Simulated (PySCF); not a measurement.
# V(2+): dipole response in aug-cc-pVTZ-DK

Aim: the static polarisability and the C₆ coefficient of V(2+), method by method.

The numbers are computed with PySCF 2.14.0 (unrestricted determinants in a Gaussian basis, no spin-orbit coupling in the energies), except any that are marked as measured or tabulated.

### 1 What is computed

```
Element     : vanadium (Z = 23)
Basis       : aug-cc-pVTZ-DK (8s7p5d3f2g, 93 functions)
Hamiltonian : the spin-free X2C one-electron Hamiltonian (Gaussian nucleus)
State 1     : V(2+): [Ar] 3d3, high-spin 4F determinant
Methods     : M06-L
```

Outer shells as boxes (Hund's rule):

V2+ [Ar] 3d3
```
[Ar] core
3d [↑ ][↑ ][↑ ][  ][  ]
```

One driver process ran all states and methods and kept the integrals in memory. Each run is shown as a PySCF script that sums up its settings (the driver passes frozen orbitals as a list and adds second-order terms of double hybrids); the logs are those of the runs themselves. The driver starts from symmetry-adapted Hartree-Fock orbitals, holds the occupation by maximum overlap and uses a logarithmic radial grid for functionals, so a plain start would take other cycles.

The integrals over 93 functions and the set-up took 1.5 s of CPU time.

### 2 V(2+): M06-L

#### M06-L

input.py

```python
from pyscf import gto, scf, dft, mp, cc
import basis_set_exchange as bse
mol = gto.M(atom="V 0 0 0", charge=2, spin=3, symmetry="D2h",
            basis=gto.basis.parse(bse.get_basis("aug-cc-pVTZ-DK", elements=["V"], fmt="nwchem")),
            nucmod="G")
mf = dft.UKS(mol, xc="M06L").sfx2c1e()
mf.irrep_nelec = {'Ag': (3, 3), 'B1g': (1, 0), 'B2g': (1, 0), 'B3g': (1, 0), 'B1u': (2, 2), 'B2u': (2, 2), 'B3u': (2, 2)}
mf.kernel()
```

Standard output:

```text
damping factor = 0
level_shift factor = 0
DIIS = <class 'pyscf.scf.diis.CDIIS'>
diis_start_cycle = 1
diis_space = 10
diis_damp = 0
SCF conv_tol = 1e-09
SCF conv_tol_grad = None
number electrons alpha = 12  beta = 9
XC functionals = M06L
    Y. Zhao and D. G. Truhlar.,  J. Chem. Phys. 125, 194101 (2006)
    Y. Zhao and D. G. Truhlar.,  J. Chem. Phys. 125, 194101 (2006)
    Y. Zhao and D. G. Truhlar.,  Theor. Chem. Acc. 120, 215 (2008)
cycle= 1 E= -948.348100524404  delta_E= -0.00302  |g|= 0.0159  |ddm|= 0.535
cycle= 2 E= -948.348133008438  delta_E= -3.25e-05  |g|= 0.0136  |ddm|= 0.173
cycle= 3 E= -948.348174825068  delta_E= -4.18e-05  |g|= 0.000454  |ddm|= 0.083
cycle= 4 E= -948.3481749149  delta_E= -8.98e-08  |g|= 4.11e-05  |ddm|= 0.00602
cycle= 5 E= -948.348174915642  delta_E= -7.41e-10  |g|= 1.84e-06  |ddm|= 0.000597
converged SCF energy = -948.348174915642  <S^2> = 3.7509001  2S+1 = 4.00045
```

CPU time 2 min on a shared host, the integrals not counted.

The occupied shells:

```
shell  electrons  mean orbital energy (eV)  spread (eV)  rms radius (bohr)
 1s α          1                   -5395.8            0             0.0768
 1s β          1                   -5395.8            0             0.0768
 2s α          1                   -628.00            0              0.333
 2s β          1                   -626.51            0              0.333
 2p α          3                   -524.73            0              0.304
 2p β          3                   -523.61            0              0.304
 3s α          1                   -90.032            0               1.02
 3s β          1                   -86.842            0               1.02
 3p α          3                   -62.538            0               1.10
 3p β          3                   -59.202            0               1.10
 3d α          3                   -22.391            0               1.44
```

⟨S²⟩ = 3.751, ⟨L²⟩ = 12.01.

The driver then solved the coupled dipole response at imaginary frequencies: mean α = 4.647 bohr³, C₆ = 14.17 au for a like pair.

### 3 Polarisabilities and C₆

V(2+), in atomic units:

```
method  mean α  C₆ (like pair)  S(−4)
 M06-L   4.647           14.17  14.58
```

α(iu) at M06-L:

```
u (hartree)  α(iu) (bohr³)
          0          4.647
     0.0500          4.611
      0.100          4.510
      0.200          4.176
      0.300          3.785
      0.500          3.098
      0.750          2.485
       1.00          2.050
       1.50          1.464
       2.00          1.088
       3.00         0.6564
       5.00         0.3082
```

### 4 Results

| quantity | value |
| --- | --- |
| α of V(2+) | 4.647 (M06-L) bohr³ |

**Reading.** A single London oscillator with the computed α and C₆ of V(2+) at M06-L would have ω = 4 C₆ / (3 α²) = 0.875 hartree. All values hold for this basis alone; no basis-set limit was taken.
